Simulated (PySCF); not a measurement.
# C3H5F3O: the cost of one run

Programs: PySCF 2.14.0, with density-fitted response routines of our own. Each step states its level of theory. These are calculated values for one molecule in the gas phase, unless marked as measured. Atoms count from 0, in the outputs and in this text.

## 1. The starting structure

12 atoms, charge 0, multiplicity 1; geometry from: PBE0-D3(BJ)/def2-SVP.

Bonds of the start (Å): F0–C1 1.36, C1–O2 1.38, O2–C3 1.38, C3–F4 1.37, C3–C5 1.51, C5–F6 1.36, C1–H7 1.10, C1–H8 1.10, C3–H9 1.10, C5–H10 1.10, C5–H11 1.10.

## 2. NMR shieldings: PBE0/6-31G*

What the job is given:

```
{"job": {"kind": "nmr", "xc": "PBE0", "basis": "6-31G*", "pop": true}, "charge": 0, "multiplicity": 1}
F     -2.116641     0.702850    -0.909190
C     -1.653893     0.810999     0.366665
O     -0.274829     0.746478     0.392838
C      0.256073    -0.507110     0.182202
F      0.150534    -1.256157     1.327108
C      1.723418    -0.370544    -0.148951
F      1.869982     0.204481    -1.375355
H     -1.932230     1.795683     0.769240
H     -2.104467    -0.001488     0.963900
H     -0.288973    -1.038920    -0.617951
H      2.201374     0.256481     0.621903
H      2.185466    -1.370864    -0.145941
```

Level: GIAO PBE0/6-31G* NMR shielding, non-relativistic, gas phase.

On the command line:

```console
> OMP_NUM_THREADS=1 python probes_run.py task.json out
```

This one command runs all jobs of the session in turn.

**Question.** How long does this first job take on 1 thread of Arm Neoverse V2, shared host, and how much memory does it need?

About 6.9 s, with a peak of 0.6 GiB.
